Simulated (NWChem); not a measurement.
# One shape, several levels: [VO2F2]− (SMILES [O]=[V-](=[O])([F])[F])

Aim: a comparison of 3 runs (HF/STO-3G, HF/3-21G, B3LYP/6-31G*) of [VO2F2]−. 

Program for the calculation: NWChem 7.3.0.

### Step 1. The molecule

[VO2F2]−: 5 atoms, total charge -1, spin state singlet. As SMILES, `[O]=[V-](=[O])([F])[F]`. Geometry: a GFN2-xTB relaxation, a rough one for these elements and not checked as a minimum.

Bond lengths: V1–O2 1.540 Å, V1–O3 1.541 Å, V1–F4 1.707 Å, V1–F5 1.707 Å. Angles: O2–V1–O3 109.8°, O2–V1–F4 108.5°, O2–V1–F5 108.5°, O3–V1–F4 108.6°, O3–V1–F5 108.8°, F4–V1–F5 112.7°.

### Step 2. Energy and forces at HF/STO-3G (run 1)

Input file struct.nw:

```
start struct
title "F2O2V"
memory 2200 mb
charge -1

geometry units au noautosym nocenter noautoz
V    0.03860710  -0.00075589   0.02403732
O    0.04614711  -0.02976319   2.93476357
O    2.77665018   0.01713982  -0.96719963
F   -1.43560604   2.69182038  -0.97010980
F   -1.42581726  -2.67844112  -1.02149146
end

basis "ao basis" spherical bse
* library STO-3G
end

scf
thresh 1e-08
maxiter 80
end

task scf gradient
```

Started as:

```sh
$ nwchem struct.nw > struct.out
```

What it wrote:

```text
[...]
  functions       =    38
[...]
  wavefunction    = RHF
[...]
         Total SCF energy =  -1277.058251947746
      One-electron energy =  -2458.806152707066
      Two-electron energy =    840.772099931396
 Nuclear repulsion energy =    340.975800827924
        Time for solution =      7.4s
[...]
                         RHF ENERGY GRADIENTS
    atom               coordinates                        gradient
                 x          y          z           x          y          z
   1 V       0.038607  -0.000756   0.024037   -0.009959  -0.000306  -0.007313
   2 O       0.046147  -0.029763   2.934764    0.003268  -0.000235   0.020238
   3 O       2.776650   0.017140  -0.967200    0.020872   0.000270  -0.003769
   4 F      -1.435606   2.691820  -0.970110   -0.007113   0.029358  -0.004392
   5 F      -1.425817  -2.678441  -1.021491   -0.007069  -0.029088  -0.004764
[...]
```

Run time: 11 s. Hardware: 1 thread of Intel Xeon Platinum 8259CL at 2.50GHz (Skylake/Cascade Lake), shared host; peak memory 0.1 GiB.

### Step 3. Energy and forces at HF/3-21G (run 2)

Input file f2o2v.nw:

```
start f2o2v
title "F2O2V gradient"
memory stack 880 mb heap 220 mb global 1100 mb
charge -1

geometry noautosym nocenter noautoz
   V        0.020430      -0.000400       0.012720
   O        0.024420      -0.015750       1.553010
   O        1.469340       0.009070      -0.511820
   F       -0.759690       1.424450      -0.513360
   F       -0.754510      -1.417370      -0.540550
end

basis spherical bse
   * library 3-21G
end

scf
   thresh 1e-08
   maxiter 80
   print medium
end

task scf gradient
```

Started as:

```sh
$ nwchem f2o2v.nw > f2o2v.out
```

What it wrote:

```text
[...]
  functions       =    63
[...]
  wavefunction    = RHF
[...]
         Total SCF energy =  -1285.106191511406
      One-electron energy =  -2462.978129416388
      Two-electron energy =    836.896112419751
 Nuclear repulsion energy =    340.975825485231
        Time for solution =      8.5s
[...]
                         RHF ENERGY GRADIENTS
    atom               coordinates                        gradient
                 x          y          z           x          y          z
   1 V       0.038607  -0.000756   0.024037    0.006145  -0.000344   0.004376
   2 O       0.046147  -0.029763   2.934763   -0.001336   0.000442  -0.047852
   3 O       2.776650   0.017140  -0.967200   -0.044725  -0.000142   0.015206
   4 F      -1.435606   2.691820  -0.970110    0.020009  -0.026450   0.013791
   5 F      -1.425817  -2.678441  -1.021491    0.019907   0.026494   0.014479
[...]
```

It took 11 s on 1 thread of Intel Xeon Platinum 8259CL at 2.50GHz (Skylake/Cascade Lake), shared host; peak memory 0.098 GiB.

### Step 4. Energy and gradient at B3LYP/6-31G(d) (Cartesian functions) (run 3)

Input file mymol.xyz:

```xyz
5

V      0.020430    -0.000400     0.012720
O      0.024420    -0.015750     1.553010
O      1.469340     0.009070    -0.511820
F     -0.759690     1.424450    -0.513360
F     -0.754510    -1.417370    -0.540550
```

Input file run.py:

```python
from ase.io import read
from ase.calculators.nwchem import NWChem

atoms = read('mymol.xyz')

calc = NWChem(
    label='mymol',
    theory='dft',
    memory='2200 mb',
    basis='6-31G*',
    charge=-1,
    dft={'xc': 'b3lyp', 'mult': '1', 'grid': 'fine', 'convergence': 'energy 1e-08', 'iterations': '100', 'mulliken': None},
)
atoms.calc = calc

forces = atoms.get_forces()
e = atoms.get_potential_energy()
print(f"E = {e:.6f} eV")
print("forces (eV/A):")
for s, f in zip(atoms.symbols, forces):
    print(f"{s:2s} {f[0]:10.5f} {f[1]:10.5f} {f[2]:10.5f}")
print("dipole (e A):", atoms.get_dipole_moment().round(4))
```

Started as:

```sh
$ export ASE_NWCHEM_COMMAND="nwchem PREFIX.nwi > PREFIX.nwo"
$ python run.py
```

What it wrote:

```text
E = -35220.624870 eV
forces (eV/A):
V    -1.74285    0.02149   -1.23058
O     0.08197   -0.04880    5.03921
O     4.72929    0.02381   -1.65281
F    -1.53839    2.32392   -1.05148
F    -1.53006   -2.32042   -1.10434
dipole (e A): [-0.279   0.0006 -0.1952]
```

The calculator wrote mymol.nwi:

```
title "mymol"

permanent_dir mymol

scratch_dir mymol

start mymol

geometry units angstrom nocenter noautosym noautoz
  V  2.0430000000000000e-02 -4.0000000000000002e-04 1.2720000000000000e-02
  O  2.4420000000000001e-02 -1.5750000000000000e-02 1.5530100000000000e+00
  O  1.4693400000000001e+00 9.0699999999999999e-03 -5.1182000000000005e-01
  F  -7.5968999999999998e-01 1.4244500000000000e+00 -5.1336000000000004e-01
  F  -7.5451000000000001e-01 -1.4173700000000000e+00 -5.4054999999999997e-01
end

charge -1

memory 2200 mb

basis noprint
   * library 6-31G*
end

dft
  xc b3lyp
  mult 1
  grid fine
  convergence energy 1e-08
  iterations 100
  mulliken
end

task dft gradient
```

mymol.nwo:

```text
Northwest Computational Chemistry Package (NWChem) 7.3.0
             --------------------------------------------------------

           Job information
           ---------------

    nwchem branch   = 7.3.0
    use scalapack   = T
    input           = mymol.nwi
    prefix          = mymol.
    data base       = mymol/mymol.db
    status          = startup
    nproc           =        1

           Memory information
           ------------------

    heap     =     72089594 doubles =      550.0 Mbytes
    stack    =     72089599 doubles =      550.0 Mbytes
    global   =    144179200 doubles =     1100.0 Mbytes (distinct from heap & stack)
    total    =    288358393 doubles =     2200.0 Mbytes
    verify   = yes
    hardfail = no

[... 98 lines left out ...]
  convergence criterion.
[... 40 lines left out ...]
          Spatial weights used:  Erf1
[... 76 lines left out ...]
         Total DFT energy =    -1294.334101104457
[... 3 lines left out ...]
 Nuclear repulsion energy =      340.975825485231
[... 789 lines left out ...]
          Convergence on gradient requested:  5.00D-04
[... 27 lines left out ...]
          total energy or number of iterations.
[... 28 lines left out ...]
    atom               coordinates                        gradient
                 x          y          z           x          y          z
   1 V       0.038607  -0.000756   0.024037    0.033893  -0.000418   0.023931
   2 O       0.046147  -0.029763   2.934763   -0.001594   0.000949  -0.097997
   3 O       2.776650   0.017140  -0.967200   -0.091970  -0.000463   0.032142
   4 F      -1.435606   2.691820  -0.970110    0.029917  -0.045193   0.020448
   5 F      -1.425817  -2.678441  -1.021491    0.029755   0.045125   0.021476

                 ----------------------------------------
                 |  Time  |  1-e(secs)   |  2-e(secs)   |
                 ----------------------------------------
                 |  CPU   |       0.01   |      12.92   |
                 ----------------------------------------
                 |  WALL  |       0.01   |      12.92   |
                 ----------------------------------------

 Task  times  cpu:      168.7s     wall:      168.7s
 Total times  cpu:      168.8s     wall:      168.8s
```

It took 2.8 min on 1 thread of Intel Xeon Platinum 8259CL at 2.50GHz (Skylake/Cascade Lake), shared host; peak memory 0.13 GiB.

### Step 5. The series

```csv
run,level,Cartesian functions,iteration cap,energy (Eh),HOMO energy (eV),LUMO energy (eV),HOMO–LUMO gap (eV),wall time
1,HF/STO-3G,no,80,-1277.058252,-0.37,16.28,16.66,11 s
2,HF/3-21G,no,80,-1285.106192,-6.22,5.92,12.13,11 s
3,B3LYP/6-31G* (Cartesian functions),yes,100,-1294.334101,-1.79,4.55,6.34,2.8 min
```

### Step 6. Outcome

```
                                                    quantity           value
                                         run 3: total energy  -1294.33410 Eh
                                          run 3: HOMO energy        -1.79 eV
                                          run 3: LUMO energy         4.55 eV
run 3: HOMO–LUMO gap (to an unbound level, set by the basis)         6.34 eV
                             run 3: largest force on an atom      5.040 eV/Å
```

In words: The HOMO–LUMO gap runs from 6.34 eV (B3LYP/6-31G*) to 16.66 eV (HF/STO-3G). The two ends differ in method and basis. The empty levels of an anion lie above zero and hang on the basis. In run 1 the basis is minimal, so the values are rough. All runs together took 3.2 min, the longest 2.8 min.
